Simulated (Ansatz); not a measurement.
# triplet InCl2F: levels of theory compared

We compute a comparison of 6 runs (UHF/STO-3G, UB2PLYP/def2-SVP, UBHLYP/def2-SVP, UPBE0/def2-SVP, RPA@PBE0/def2-SVP, UCCSD(T)/def2-SVP) of triplet InCl2F. 

Program for the calculation: Ansatz 0.2.0.

38 further runs of the same task are left out: 7 that didn't finish, 31 set aside as unsound or not needed. Runs told in other sessions of the task aren't counted.

### 1 The system as given

The species is InCl2F (4 atoms), meant as a triplet with charge 0. As SMILES of the parent species, `[F][In]([Cl])[Cl]`. Geometry: relaxed at PBE0-D4/def2-TZVP. That shape belongs to the parent species and isn't relaxed for this state.

Bond lengths: F1–In2 1.926 Å, In2–Cl3 2.285 Å, In2–Cl4 2.285 Å. Angles: F1–In2–Cl3 117.6°, F1–In2–Cl4 117.6°, Cl3–In2–Cl4 124.8°.

### 2 The energy at UHF/STO-3G (run 1)

File molecule.yaml:

```yaml
crystal:
  periodic: [false, false, false]
  atoms:
    - {symbol: F, position_ang: [0.230900, 0.992100, 1.678900]}
    - {symbol: In, position_ang: [0.019100, 0.009200, 0.035600]}
    - {symbol: Cl, position_ang: [1.200200, -1.933300, -0.195800]}
    - {symbol: Cl, position_ang: [-1.394700, 0.871700, -1.539000]}
basis:
  gaussian:
    orbitals: STO-3G
magnetization:
  spin_polarized: true
  initial_magnetization: 2
hamiltonian:
  xc: hf
accuracy: high
output: {orbitals: {seedname: orbitals}}
```

Run with:

```sh
$ ansatz run molecule.yaml --threads 1 --pin off --max-ram 3480MiB --events-out events.jsonl --progress --plain --runs-dir runs
```

The log of the run:

```text
Warning: RAYON_NUM_THREADS=1 ignored (pool sized by the plan → 1); use --threads N
Functional definition: HF
  name "HF"
  exchange = exact_x
  correlation = 0
958 factors; integrals over basis functions are off by at most 5.0e-9 eV
mean field evaluation 1: about -182041.4713 eV, gradient 1.4e1 eV
mean field evaluation 2: about -182041.6247 eV, gradient 1.4e1 eV
mean field evaluation 4: about -182044.6240 eV, gradient 3.5e0 eV
mean field evaluation 8: about -182045.5791 eV, gradient 4.5e-1 eV
mean field evaluation 16: about -182046.4357 eV, gradient 7.0e-2 eV
mean field evaluation 32: about -182046.4349 eV, gradient 4.2e-6 eV
mean field evaluation 64: about -182046.2795 eV, gradient 1.9e0 eV
mean field evaluation 96: about -182046.3345 eV, gradient 2.0e-2 eV
mean field evaluation 128: about -182046.3481 eV, gradient 4.4e-2 eV
mean field evaluation 160: about -182045.2907 eV, gradient 5.7e-1 eV
mean field evaluation 192: about -182044.4382 eV, gradient 3.4e0 eV
mean field evaluation 224: about -182046.3533 eV, gradient 1.9e-2 eV
mean field -182046.43487726 eV, -6690.0830862340 hartree, gradient 6.2e-8 eV, S^2 2.006474; 6 other end points of the search recorded, 0 dependent functions left out
reference -182046.43487726 eV, -6690.0830862340 hartree; 47, 45 occupied and 3, 5 virtual orbitals, 958 factors
Total energy: -182046.43487726 eV, -6690.0830862340 hartree
```

Run time: 11 s. Hardware: 1 thread of Arm Neoverse V2, shared host; peak memory 0.23 GiB.

### 3 A single-point energy at UB2PLYP/def2-SVP (core potential) (run 2)

File run.yaml:

```yaml
crystal:
  periodic: [false, false, false]
  atoms:
    - symbol: F
      position_ang: [0.230900, 0.992100, 1.678900]
    - symbol: In
      position_ang: [0.019100, 0.009200, 0.035600]
    - symbol: Cl
      position_ang: [1.200200, -1.933300, -0.195800]
    - symbol: Cl
      position_ang: [-1.394700, 0.871700, -1.539000]
basis:
  gaussian:
    orbitals: def2-SVP
magnetization:
  spin_polarized: true
  initial_magnetization: 2
hamiltonian:
  xc: {name: B2PLYP}
correlation:
  frozen_orbitals: {Cl: 5, F: 1, In: 4}
accuracy: high
output: {orbitals: {seedname: orbitals}}
```

Run with:

```sh
$ ansatz run run.yaml --threads 1 --pin off --max-ram 3480MiB --events-out events.jsonl --progress --plain --runs-dir runs
```

The log of the run, cut to the lines that bear on the results:

```text
Warning: RAYON_NUM_THREADS=1 ignored (pool sized by the plan → 1); use --threads N
Functional definition: B2PLYP
  name "B2PLYP"
[...]
1561 factors; integrals over basis functions are off by at most 3.4e-9 eV
[...]
mean field -32901.63143230 eV, -1209.1126536102 hartree, gradient 3.3e-8 eV, S^2 2.012317; 7 other end points of the search recorded, 0 dependent functions left out
15 core orbitals not correlated: weight in the atoms' cores, before any rotation towards them, 1.000 or more for the frozen orbitals, at most 0.000 for the correlated occupied ones
reference -32901.63145693 eV, -1209.1126545152 hartree; 18, 16 occupied and 43, 45 virtual orbitals, 1561 factors
second order -18.00813108 eV of doubles, -0.00000000 eV of singles
Total energy: -32906.49365232 eV, -1209.2913369001 hartree
```

Run time: 58 s. Hardware: 1 thread of Arm Neoverse V2, shared host; peak memory 0.42 GiB.

Runs 3 to 4 aren't shown in full; the table further down has their settings and results.

### 4 A single-point energy at RPA@PBE0/def2-SVP (core potential) (run 5)

File run.yaml:

```yaml
crystal:
  periodic: [false, false, false]
  atoms:
    - symbol: F
      position_ang: [0.230900, 0.992100, 1.678900]
    - symbol: In
      position_ang: [0.019100, 0.009200, 0.035600]
    - symbol: Cl
      position_ang: [1.200200, -1.933300, -0.195800]
    - symbol: Cl
      position_ang: [-1.394700, 0.871700, -1.539000]
basis:
  gaussian: {orbitals: def2-SVP}
hamiltonian: {xc: pbe0}
correlation: {method: rpa, frozen_orbitals: {Cl: 5, F: 1, In: 4}}
magnetization: {spin_polarized: true, initial_magnetization: 2}
accuracy: high
```

Run with:

```sh
$ ansatz run run.yaml --threads 1 --pin off --max-ram 3480MiB --events-out events.jsonl --progress --plain --runs-dir runs
```

The log of the run, cut to the lines that bear on the results:

```text
Warning: RAYON_NUM_THREADS=1 ignored (pool sized by the plan → 1); use --threads N
Functional definition: PBE0
  name "PBE0"
[...]
1561 factors; integrals over basis functions are off by at most 3.4e-9 eV
[...]
mean field -32913.34297870 eV, -1209.5430450020 hartree, gradient 6.2e-8 eV, S^2 2.005156; 9 other end points of the search recorded, 0 dependent functions left out
15 core orbitals not correlated: weight in the atoms' cores, before any rotation towards them, 1.000 or more for the frozen orbitals, at most 0.000 for the correlated occupied ones
reference -32848.19538889 eV, -1207.1489152351 hartree; 18, 16 occupied and 43, 45 virtual orbitals, 1561 factors
Total energy: -32869.55045576 eV, -1207.9336994677 hartree
```

Wall time 59 s (1 thread of Arm Neoverse V2, shared host); peak memory 0.5 GiB.

### 5 The energy at UCCSD(T)/def2-SVP (core potential) (run 6)

File in.yaml:

```yaml
crystal:
  periodic: [false, false, false]
  atoms:
    - symbol: F
      position_ang: [0.230900, 0.992100, 1.678900]
    - symbol: In
      position_ang: [0.019100, 0.009200, 0.035600]
    - symbol: Cl
      position_ang: [1.200200, -1.933300, -0.195800]
    - symbol: Cl
      position_ang: [-1.394700, 0.871700, -1.539000]
basis:
  gaussian: {orbitals: def2-SVP}
magnetization: {spin_polarized: true, initial_magnetization: 2}
correlation: {method: ccsd_t, frozen_orbitals: {Cl: 5, F: 1, In: 4}}
accuracy: high
scf: {omitted_lower_state_checks: [cluster_reference, increment]}
```

Run with:

```sh
$ ansatz run in.yaml --threads 1 --pin off --max-ram 3480MiB --events-out events.jsonl --progress --plain --runs-dir runs
```

The log of the run:

```text
Warning: RAYON_NUM_THREADS=1 ignored (pool sized by the plan → 1); use --threads N
[... 18 lines left out ...]
15 core orbitals not correlated: weight in the atoms' cores, before any rotation towards them, 1.000 or more for the frozen orbitals, at most 0.000 for the correlated occupied ones
[... 49 lines left out ...]
Total energy: -32864.78609761 eV, -1207.7586125351 hartree
Checks for a lower state left out: cluster_reference, increment
```

It took 80 s on 1 thread of Arm Neoverse V2, shared host; peak memory 0.59 GiB.

### 6 Overview of the runs

| run | level | core potential | frozen core orbitals | energy (Eh) | HOMO energy (eV) | ⟨S²⟩ | wall time |
| --- | --- | --- | --- | --- | --- | --- | --- |
| 1 | UHF/STO-3G | none | – | -6690.083086 | -2.68 | 2.006 | 11 s |
| 2 | UB2PLYP/def2-SVP (core potential) | def2-SVP | 15 | -1209.291337 | -5.26 | 2.012 | 58 s |
| 3 | UBHLYP/def2-SVP (core potential) | def2-SVP | – | -1209.812556 | -5.36 | 2.011 | 35 s |
| 4 | UPBE0/def2-SVP (core potential) | def2-SVP | – | -1209.543045 | -4.62 | 2.005 | 44 s |
| 5 | RPA@PBE0/def2-SVP (core potential) | def2-SVP | 15 | -1207.933699 | – | 2.005 | 59 s |
| 6 | UCCSD(T)/def2-SVP (core potential) | def2-SVP | 15 | -1207.758613 | – | 2.014 | 80 s |

### 7 Outcome

| quantity | value |
| --- | --- |
| run 6: total energy | -1207.75861 Eh |
| run 6: correlation energy (15 core orbitals frozen) | -556.0 mEh |
| run 6: (T) correction | -12.03 mEh |
| run 6: ⟨S²⟩ of the reference determinant | 2.014 |
| run 6: T1 diagnostic | 0.024 |

In words: Totals of different functionals can't be ranked against each other. Some runs of one species differ in core potentials or relativity; totals across that change don't compare. In run 1 the basis is minimal, so the values are rough. In run 1 relativity is left out where basis or elements ask for it. All runs together took 4.8 min, the longest 80 s.
